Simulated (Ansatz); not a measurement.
Something may be wrong with this Ansatz 0.2.0 calculation of YbH3.

Contents of input.yaml:

```yaml
crystal:
  lattice:
    - [0.0, 2.604971, 2.604971]
    - [2.604971, 0.0, 2.604971]
    - [2.604971, 2.604971, 0.0]
  atoms:
    - { symbol: Yb, position: [0.0, 0.0, 0.0], spin: 1.0 }
    - { symbol: H, position: [0.5, 0.5, 0.5] }
    - { symbol: H, position: [0.25, 0.25, 0.25] }
    - { symbol: H, position: [0.75, 0.75, 0.75] }
hamiltonian:
  xc: pbe
  pseudopotentials: { kind: paw }
magnetization:
  spin_polarized: true
kpoints:
  mp_grid: { grid: [9, 9, 9] }
scf:
  occupations: { method: methfessel_paxton, width: 5.0 }
  n_extra_bands: 10
  max_iter: 100
output:
  forces: true
  stress: true
  eigenvalues: true
  dos: { projected: true, de: 0.05, nscf_kmesh: { grid: [14, 14, 14] } }
```

Potentials or basis: Ansatz PAW.

Launch:

```console
$ ansatz run input.yaml --threads 2 --pin off --max-ram 5632MiB --backend cpu --events-out ev --progress --plain --runs-dir out
```

Output:

```text
Warning: where an SCF of this run starts from atoms to list the orders of its open shells, Yb (site 0, from 0) starts with 0.44 μB on its 4f shell and 0.44 μB on its 5d shell, in the place of the 1.00 μB that the deck gives it: its open shells can hold no more by Hund's first rule. To start from spheres of the given moment, type scf.initial_density.shell_occupations: []
Warning: RAYON_NUM_THREADS=2 ignored (pool sized by the plan → 2); use --threads N
Yb: projections on atomic orbitals take those of the free atom [Kr 4d10] 4f14 5s2 5p6 5d0 6s2, of charge +0.00 (hamiltonian.pseudopotentials.projection_atoms); the dataset's partial waves leave at most 1.5e-4 of an orbital's norm unspanned inside its sphere
[... 1 line left out ...]
Engine: ansatz 0.2.0, aarch64-unknown-linux-gnu
Pseudopotentials: kind: paw
Pseudopotential: Yb, paw, valence charge 24, recommended cutoff 420 eV (normal), Yb.paw.azcp
Pseudopotential: H, paw, valence charge 1, recommended cutoff 420 eV (normal), H.paw.azcp
Functional definition: PBE
  parameter kappa = 0.804
  parameter beta = 0.06672455060314922
  exchange = pbe_x(kappa = kappa, mu = beta*pi^2/3)
  correlation = pbe_c(beta = beta)
Crystal: 4 atoms, lattice volume = 35.354 Å³
Basis set: ecut = 420 eV, 701 PW (Γ), exchange–correlation on 50×50×50 points (8 copies of the dense FFT grid, shifted against one another)
Bands: 24, of which v1, the nominal top of the filled ones, is band 14 counted from 1 (13 counted from 0)
Symmetry: 48 space group operations
Space group: Fm-3m (ITA 225), of the structure as read, at distance tolerance 3.3e-5 Å
[... 51 lines left out ...]
  E_band       = -6.819184
  E_kinetic    = 405.162816
  E_local      = -5926.243782  (includes V_loc(G=0)·N_el)
  E_nonlocal   = 513.049361
  E_hartree    = 2546.812197
  E_xc         = -197.217623
  E_vxc        = -247.398306  (∫ρ·V_xc dr)
  E_paw        = -7330.877805  (= ΣΔE_a)
  E_vpaw       = 154.972171  (= ΣTr[D̂ρ^β])
  E_aug_tail   = -0.003222  (compensation charges beyond the density's cutoff)
  E_ewald      = -3854.664086
  E_smearing   = 1.144655  (= −TS)
  E_closure    = -0.000000  (closes the sum)
  Σ components = -13842.837488   (vs F -13842.837488, Δ=0.00e0)
--- Forces (eV/Å), atoms counted from 1 ---
  atom   1  Yb    -0.00000000     0.00000000     0.00000000
  atom   2  H      0.00000000    -0.00000000    -0.00000000
  atom   3  H      0.00000000     0.00000000     0.00000000
  atom   4  H     -0.00000000    -0.00000000     0.00000000
  max |Σ_I F_I| component: 2.89e-19 eV/Å
--- Stress (GPa, compression-positive) ---
      -10.812772       0.000000       0.000000
        0.000000     -10.812772       0.000000
       -0.000000      -0.000000     -10.812772
  P = ⅓ Tr σ = -10.8128 GPa (-108.128 kbar)
[... 6 lines left out ...]
```

**Question.** How did it end, and where is the flaw?

**Answer.** The calculation finished and met its thresholds. The input holds a flaw that was put in on purpose: a smearing of electronvolts (scf.occupations = method methfessel_paxton, width 5.0). The program doesn't stop on it, so the numbers can't be trusted though the run ends normally.

A sound run on the same cell differs in these lines of the main input:
```diff
@@ -19 +19 @@
-  occupations: { method: methfessel_paxton, width: 5.0 }
+  occupations: { method: fermi_dirac, width: 0.05 }
@@ -21 +20,0 @@
-  max_iter: 100
```
